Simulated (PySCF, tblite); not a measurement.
# C₄H₁₂OSi: geometry, infrared bands and NMR shifts

What infrared bands and NMR shifts should C₄H₁₂OSi (`CCCC[SiH2]O`) show?

Computed with tblite 0.8.0 and PySCF 2.14.0, with density-fitted response routines of our own, on a single molecule in the gas phase. Atoms are numbered from 0 throughout.

## (1) The starting structure

18 atoms, charge 0, multiplicity 1; geometry from: force field or distance geometry start.

Bonds of the start (Å): C0–C1 1.52, C1–C2 1.55, C2–C3 1.54, C3–Si4 1.88, Si4–O5 1.66, C0–H6 1.09, C0–H7 1.09, C0–H8 1.10, C1–H9 1.08, C1–H10 1.10, C2–H11 1.09, C2–H12 1.08, C3–H13 1.09, C3–H14 1.10, Si4–H15 1.48, Si4–H16 1.48, O5–H17 0.97.

## (2) Optimising the geometry with GFN2-xTB

What the job is given:

```
{"job": {"kind": "relax", "xc": "GFN2-xTB", "basis": "xTB"}, "charge": 0, "multiplicity": 1}
C     -2.402900    -1.353400    -0.163200
C     -1.646800    -0.046300    -0.345800
C     -0.155200    -0.225900     0.024000
C      0.605400     1.098300    -0.165300
Si     2.430300     1.011200     0.262600
O      3.243200    -0.093200    -0.678200
H     -2.362000    -1.696700     0.870300
H     -2.000700    -2.130800    -0.804900
H     -3.459600    -1.208300    -0.421400
H     -1.741700     0.286200    -1.369900
H     -2.094400     0.718900     0.298100
H     -0.081800    -0.573300     1.059800
H      0.269600    -1.002000    -0.603400
H      0.508800     1.429700    -1.197000
H      0.145400     1.872400     0.474200
H      3.046400     2.346300     0.079400
H      2.594700     0.604600     1.671500
H      3.092500    -1.031400    -0.462500
```

On the command line:

```bash
> OMP_NUM_THREADS=1 python probes_run.py task.json out
```

One launch serves the whole session: the jobs run in the order shown.

**Question.** This job is followed by: GFN2-xTB harmonic vibrations, gas phase; GIAO PBE0/pcSseg-1 NMR shielding, non-relativistic, gas phase. Predict these results of the whole session: strongest single infrared mode (GFN2-xTB); zero-point energy (GFN2-xTB); 13C shifts against TMS (PBE0/pcSseg-1); 1H shifts against TMS (PBE0/pcSseg-1, means over atoms taken as alike); 29Si shifts against TMS (PBE0/pcSseg-1); 17O shifts against H2O (PBE0/pcSseg-1).

**Answer**, as computed:

| quantity | value |
| --- | --- |
| strongest single infrared mode (GFN2-xTB) | 802 cm⁻¹, 381 km/mol |
| zero-point energy (GFN2-xTB) | 94.7 kcal/mol |
| 13C shifts against TMS (PBE0/pcSseg-1) | 33.0, 30.4, 21.4, 17.1 ppm |
| 1H shifts against TMS (PBE0/pcSseg-1, means over atoms taken as alike) | 5.03, 1.38, 1.14, 1.08, 1.01, 0.62 ppm |
| 29Si shifts against TMS (PBE0/pcSseg-1) | -15.8 ppm |
| 17O shifts against H2O (PBE0/pcSseg-1) | 11.9 ppm |

The optimisation took 54 steps and gained 0.111 eV; among the close pairs (by a distance rule), Si4–O5 changed most, from 1.663 to 1.627 Å. All 48 modes are real, so the xTB geometry is a minimum. The strongest single mode, at 802 cm⁻¹, moves mainly H17. Unscaled tight-binding wavenumbers are off by several per cent, some by more. Its intensities can rank the bands wrongly. At PBE0/pcSseg-1: Shielding is most anisotropic at Si4 (span 93 ppm, paramagnetic term -513 ppm).
